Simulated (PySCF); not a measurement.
# CaO: from the state search to spectroscopic constants, part 2 of 2

PySCF 2.14.0; Ca def2-SVPD, O def2-SVPD; no relativity. The steps go on from the part before.

## Step 8: revPBE (GGA)

Log of the SCF at 1.820 Å:

```text
[... 13 set-up lines left out, the same as in an earlier log ...]
max_memory 909 MB (current use 341 MB)
[... 3 set-up lines left out, the same as in an earlier log ...]
XC functionals = PBE_R,PBE
    Y. Zhang and W. Yang.,  Phys. Rev. Lett. 80, 890 (1998)
[... 4 set-up lines left out, the same as in an earlier log ...]
init E= -752.527549177652
cycle= 1 E= -752.483456599821  delta_E= 0.0441  |g|= 0.301  |ddm|= 0.586
cycle= 2 E= -752.066313628849  delta_E= 0.417  |g|= 0.983  |ddm|= 1.24
cycle= 3 E= -752.513895690343  delta_E= -0.448  |g|= 0.162  |ddm|= 0.655
cycle= 4 E= -752.52909871515  delta_E= -0.0152  |g|= 0.0397  |ddm|= 0.382
cycle= 5 E= -752.52993524123  delta_E= -0.000837  |g|= 0.00985  |ddm|= 0.0526
cycle= 6 E= -752.52998151375  delta_E= -4.63e-05  |g|= 0.00208  |ddm|= 0.0121
cycle= 7 E= -752.529983379114  delta_E= -1.87e-06  |g|= 0.000834  |ddm|= 0.00264
cycle= 8 E= -752.52998370355  delta_E= -3.24e-07  |g|= 0.000238  |ddm|= 0.000898
cycle= 9 E= -752.529983732355  delta_E= -2.88e-08  |g|= 2.23e-05  |ddm|= 0.000409
cycle= 10 E= -752.529983732599  delta_E= -2.44e-10  |g|= 1.22e-06  |ddm|= 3.36e-05
Extra cycle  E= -752.529983732573  delta_E= 2.65e-11  |g|= 7.86e-06  |ddm|= 1.22e-05
converged SCF energy = -752.529983732573  <S^2> = -1.5987212e-14  2S+1 = 1
```

Re = 1.845 Å, ωe = 747 cm⁻¹, ωexe = 3.10 cm⁻¹, αe = 0.00259 cm⁻¹, Be = 0.4337 cm⁻¹, De = 4.92 eV, μ = -8.18 D.

## Step 9: TPSSh (hybrid meta-GGA)

The SCF at the reference distance, 1.820 Å, printed:

```text
[... 17 set-up lines left out, the same as in an earlier log ...]
XC functionals = TPSSH
    V. N. Staroverov, G. E. Scuseria, J. Tao, and J. P. Perdew.,  J. Chem. Phys. 119, 12129 (2003)
[... 2 set-up lines left out, the same as in an earlier log ...]
init E= -752.659738049313
cycle= 1 E= -752.65933216459  delta_E= 0.000406  |g|= 0.0395  |ddm|= 0.138
cycle= 2 E= -752.647054819725  delta_E= 0.0123  |g|= 0.168  |ddm|= 0.225
cycle= 3 E= -752.660109423495  delta_E= -0.0131  |g|= 0.00915  |ddm|= 0.164
cycle= 4 E= -752.660159920495  delta_E= -5.05e-05  |g|= 0.000459  |ddm|= 0.0134
cycle= 5 E= -752.660160023445  delta_E= -1.03e-07  |g|= 0.000246  |ddm|= 0.00152
cycle= 6 E= -752.660160051546  delta_E= -2.81e-08  |g|= 5.86e-05  |ddm|= 0.00027
cycle= 7 E= -752.660160053235  delta_E= -1.69e-09  |g|= 1.72e-06  |ddm|= 7.21e-05
cycle= 8 E= -752.660160053236  delta_E= -1.25e-12  |g|= 7.63e-07  |ddm|= 4.26e-06
Extra cycle  E= -752.660160053233  delta_E= 3.18e-12  |g|= 3.22e-06  |ddm|= 5.39e-06
converged SCF energy = -752.660160053233  <S^2> = -1.7763568e-14  2S+1 = 1
```

Re = 1.833 Å, ωe = 783 cm⁻¹, ωexe = 3.12 cm⁻¹, αe = 0.00245 cm⁻¹, Be = 0.4394 cm⁻¹, De = 4.58 eV, μ = -8.81 D.

## Step 10: B3LYP (global hybrid GGA)

The SCF at the reference distance, 1.820 Å, printed:

```text
[... 17 set-up lines left out, the same as in an earlier log ...]
XC functionals = B3LYP
    P. J. Stephens, F. J. Devlin, C. F. Chabalowski, and M. J. Frisch.,  J. Phys. Chem. 98, 11623 (1994)
[... 2 set-up lines left out, the same as in an earlier log ...]
init E= -752.658250116111
cycle= 1 E= -752.658776964156  delta_E= -0.000527  |g|= 0.0108  |ddm|= 0.163
cycle= 2 E= -752.658076957047  delta_E= 0.0007  |g|= 0.0411  |ddm|= 0.0707
cycle= 3 E= -752.658850280418  delta_E= -0.000773  |g|= 0.00456  |ddm|= 0.0386
cycle= 4 E= -752.658861761492  delta_E= -1.15e-05  |g|= 0.00134  |ddm|= 0.00654
cycle= 5 E= -752.658862634432  delta_E= -8.73e-07  |g|= 0.00011  |ddm|= 0.00187
cycle= 6 E= -752.65886264172  delta_E= -7.29e-09  |g|= 4.14e-05  |ddm|= 0.000137
cycle= 7 E= -752.658862642807  delta_E= -1.09e-09  |g|= 8.67e-06  |ddm|= 9.35e-05
cycle= 8 E= -752.658862642873  delta_E= -6.64e-11  |g|= 1.06e-06  |ddm|= 2.21e-05
Extra cycle  E= -752.658862642874  delta_E= -1.14e-12  |g|= 5.89e-07  |ddm|= 5.44e-06
converged SCF energy = -752.658862642874  <S^2> = -1.4210855e-14  2S+1 = 1
```

Re = 1.834 Å, ωe = 773 cm⁻¹, ωexe = 3.18 cm⁻¹, αe = 0.00254 cm⁻¹, Be = 0.4388 cm⁻¹, De = 4.35 eV, μ = -8.98 D.

## Step 11: RHF (mean field)

The SCF at the reference distance, 1.820 Å, printed:

```text
******** <class 'pyscf.scf.hf_symm.SymAdaptedRHF'> ********
method = SymAdaptedRHF
[... 11 set-up lines left out, the same as in an earlier log ...]
max_memory 909 MB (current use 334 MB)
Overwritten attributes  get_jk get_hcore get_occ get_j get_k  of <class 'pyscf.scf.hf_symm.SymAdaptedRHF'>
<class 'pyscf.scf.hf_symm.SymAdaptedRHF'> does not have attributes  refdm
[... 1 set-up line left out, the same as in an earlier log ...]
init E= -751.383317867611
cycle= 1 E= -751.397697337641  delta_E= -0.0144  |g|= 0.113  |ddm|= 0.522
cycle= 2 E= -751.397584816655  delta_E= 0.000113  |g|= 0.117  |ddm|= 0.168
cycle= 3 E= -751.400588678738  delta_E= -0.003  |g|= 0.0155  |ddm|= 0.106
cycle= 4 E= -751.400731231813  delta_E= -0.000143  |g|= 0.00423  |ddm|= 0.0298
cycle= 5 E= -751.400768340621  delta_E= -3.71e-05  |g|= 0.00204  |ddm|= 0.0213
cycle= 6 E= -751.400776398983  delta_E= -8.06e-06  |g|= 0.000458  |ddm|= 0.0143
cycle= 7 E= -751.400776754753  delta_E= -3.56e-07  |g|= 0.000133  |ddm|= 0.00307
cycle= 8 E= -751.400776778186  delta_E= -2.34e-08  |g|= 4.35e-05  |ddm|= 0.000514
cycle= 9 E= -751.400776782712  delta_E= -4.53e-09  |g|= 1.24e-05  |ddm|= 0.00026
cycle= 10 E= -751.400776783185  delta_E= -4.73e-10  |g|= 3.86e-06  |ddm|= 0.000118
Extra cycle  E= -751.400776783207  delta_E= -2.22e-11  |g|= 2.47e-06  |ddm|= 1.2e-05
converged SCF energy = -751.400776783207
```

Re = 1.843 Å, ωe = 824 cm⁻¹, ωexe = 2.89 cm⁻¹, αe = 0.00198 cm⁻¹, Be = 0.4346 cm⁻¹, De = 0.435 eV, μ = -11.72 D. 1.1 s of CPU time for 12 points, integrals apart.

## Step 12: MP2 and coupled cluster

Reference: RHF; core orbitals frozen: 6.

The coupled-cluster run at the reference distance, 1.820 Å, printed:

```text
******** <class 'pyscf.cc.ccsd.CCSD'> ********
CC2 = 0
CCSD nocc = 8, nmo = 44
frozen orbitals [0, 1, 2, 3, 4, 5]
max_cycle = 80
direct = 0
conv_tol = 1e-07
conv_tol_normt = 1e-05
diis_space = 8
diis_start_cycle = 0
diis_start_energy_diff = 1e+09
max_memory 909 MB (current use 352 MB)
Init t2, MP2 energy = -751.766278024136  E_corr(MP2) -0.365501240929311
Init E_corr(CCSD) = -0.365501240935021
cycle = 1  E_corr(CCSD) = -0.335092610377199  dE = 0.0304086306  norm(t1,t2) = 0.137361
cycle = 2  E_corr(CCSD) = -0.364481355557306  dE = -0.0293887452  norm(t1,t2) = 0.10339
cycle = 3  E_corr(CCSD) = -0.357379427677937  dE = 0.00710192788  norm(t1,t2) = 0.131432
cycle = 4  E_corr(CCSD) = -0.35660191466725  dE = 0.000777513011  norm(t1,t2) = 0.0275623
cycle = 5  E_corr(CCSD) = -0.357578804489763  dE = -0.000976889823  norm(t1,t2) = 0.0223893
cycle = 6  E_corr(CCSD) = -0.358273066040751  dE = -0.000694261551  norm(t1,t2) = 0.0125826
cycle = 7  E_corr(CCSD) = -0.358701940959201  dE = -0.000428874918  norm(t1,t2) = 0.00875916
cycle = 8  E_corr(CCSD) = -0.358260777123441  dE = 0.000441163836  norm(t1,t2) = 0.00543491
cycle = 9  E_corr(CCSD) = -0.358246016173991  dE = 1.47609494e-05  norm(t1,t2) = 0.00318211
cycle = 10  E_corr(CCSD) = -0.358555861868262  dE = -0.000309845694  norm(t1,t2) = 0.00205642
cycle = 11  E_corr(CCSD) = -0.358444377269683  dE = 0.000111484599  norm(t1,t2) = 0.00119509
cycle = 12  E_corr(CCSD) = -0.358486013282634  dE = -4.1636013e-05  norm(t1,t2) = 0.000966768
cycle = 13  E_corr(CCSD) = -0.358495157404348  dE = -9.14412171e-06  norm(t1,t2) = 0.000375369
cycle = 14  E_corr(CCSD) = -0.358490395285149  dE = 4.7621192e-06  norm(t1,t2) = 0.000170003
cycle = 15  E_corr(CCSD) = -0.358488031782652  dE = 2.3635025e-06  norm(t1,t2) = 8.79386e-05
cycle = 16  E_corr(CCSD) = -0.358491099985002  dE = -3.06820235e-06  norm(t1,t2) = 3.02829e-05
cycle = 17  E_corr(CCSD) = -0.358490431401466  dE = 6.68583536e-07  norm(t1,t2) = 1.32158e-05
cycle = 18  E_corr(CCSD) = -0.358491081762006  dE = -6.5036054e-07  norm(t1,t2) = 6.19771e-06
cycle = 19  E_corr(CCSD) = -0.35849102792512  dE = 5.38368851e-08  norm(t1,t2) = 2.93518e-06
CCSD converged
E(CCSD) = -751.7592678111321  E_corr = -0.3584910279251204
CCSD(T) correction = -0.0162305088538175
```

Correlation energy (eV) along the bond:

```csv
R (Å),MP2,SCS-MP2,CCSD,CCSD(T),T1
1.565,-9.804,-9.207,n/a,n/a,n/a
1.638,-9.831,-9.238,-9.657,-10.021,0.032
1.711,-9.863,-9.275,-9.686,-10.074,0.040
1.765,-9.899,-9.313,-9.716,-10.128,0.048
1.820,-9.946,-9.361,-9.755,-10.197,0.056
1.875,-10.006,-9.421,-9.802,-10.284,0.064
1.947,-10.108,-9.521,-9.877,-10.434,0.075
2.038,-10.274,-9.679,-9.985,-10.677,0.087
2.148,-10.540,-9.934,-10.134,-11.017,0.094
2.293,-10.974,-10.399,n/a,n/a,n/a
```

RHF-MP2: Re = 1.894 Å, ωe = 663 cm⁻¹, Be = 0.4115 cm⁻¹, De = 4.16 eV.

RHF-SCS-MP2: Re = 1.892 Å, ωe = 675 cm⁻¹, Be = 0.4121 cm⁻¹, De = 3.79 eV.

RHF-CCSD: Re = 1.878 Å, ωe = 727 cm⁻¹, ωexe = 3.58 cm⁻¹, αe = 0.00249 cm⁻¹, Be = 0.4183 cm⁻¹, De = 3.11 eV.

RHF-CCSD(T): No constants are quoted: fits of two degrees disagree.

## Step 13: All curves

Energy (eV) from each level's lowest point:

```csv
R (Å),RHF,RHF-MP2,RHF-SCS-MP2,RHF-CCSD,RHF-CCSD(T),PBE,revPBE,r²SCAN,TPSSh,B3LYP,PBE0
1.565,1.571,1.767,1.779,n/a,n/a,1.334,1.393,1.333,1.364,1.357,1.245
1.638,0.775,0.944,0.951,0.913,1.060,0.637,0.677,0.625,0.647,0.645,0.568
1.711,0.288,0.424,0.427,0.398,0.520,0.226,0.249,0.213,0.226,0.227,0.181
1.765,0.087,0.188,0.189,0.166,0.265,0.065,0.075,0.056,0.062,0.063,0.041
1.820,0.000,0.054,0.054,0.041,0.109,0.000,0.000,0.000,0.000,0.000,0.000
1.875,0.006,0.000,0.000,0.000,0.028,0.013,0.003,0.025,0.019,0.017,0.039
1.947,0.129,0.020,0.023,0.048,0.000,0.121,0.099,0.153,0.142,0.135,0.184
2.038,0.415,0.140,0.150,0.225,0.043,0.362,0.326,0.421,0.405,0.390,0.472
2.148,0.878,0.338,0.359,0.540,0.167,0.746,0.696,0.842,0.822,0.793,0.911
2.293,1.553,0.579,0.569,n/a,n/a,1.334,1.269,1.480,1.456,1.404,1.565
```

The whole job (state search and all levels along the bond) took 1.5 min on 1 thread of Oxide Virtual Turin-like (shared host), peak memory 0.57 GiB.

## Step 14: What came out

The summary covers parts 1 to 2.

Lowest PBE0 solution found, without spin–orbit coupling: ¹Σ⁺ (singlet), closed shell. State 2 has its PBE0 minimum 0.84 eV higher. State 3 has its PBE0 minimum 0.86 eV higher, as a spin-mixed determinant (⟨S²⟩ = 1.00), so this is no gap between pure states. The other levels ran on the lowest alone.

```csv
level,Re (Å),ωe (cm⁻¹),De (eV),μ (D)
RHF,1.843,824,0.435,-11.72
RHF-MP2,1.894,663,4.16,n/a
RHF-SCS-MP2,1.892,675,3.79,n/a
RHF-CCSD,1.878,727,3.11,n/a
PBE,1.837,755,5.17,-8.17
revPBE,1.845,747,4.92,-8.18
r²SCAN,1.829,785,4.91,-8.68
TPSSh,1.833,783,4.58,-8.81
B3LYP,1.834,773,4.35,-8.98
PBE0,1.819,797,4.28,-9.19
```

De is counted to Ca + O in their ground configurations. A positive dipole means Ca(−)O(+). No constants: RHF-CCSD(T) (fits of two degrees disagree).

Time per point (s) on 1 thread of Oxide Virtual Turin-like, shared host (CPU time, shared integrals of 0.093 s apart; correlated levels include their reference; CCSD comes with the CCSD(T) run); the times are rough: RHF 0.09, RHF-MP2 0.13, RHF-SCS-MP2 0.13, PBE 0.53, revPBE 0.44, r²SCAN 1.2, TPSSh 0.79, B3LYP 0.63, PBE0 1.

In words: Bond lengths run from 1.819 Å (PBE0) to 1.894 Å (RHF-MP2). Among the levels with a De in the table, it runs from 0.435 eV (RHF) to 5.17 eV (PBE).

Correlated steps freeze 6 core orbitals. T1 is 0.064 near the minimum (highest on the curve 0.094), which may point to more than one leading configuration.
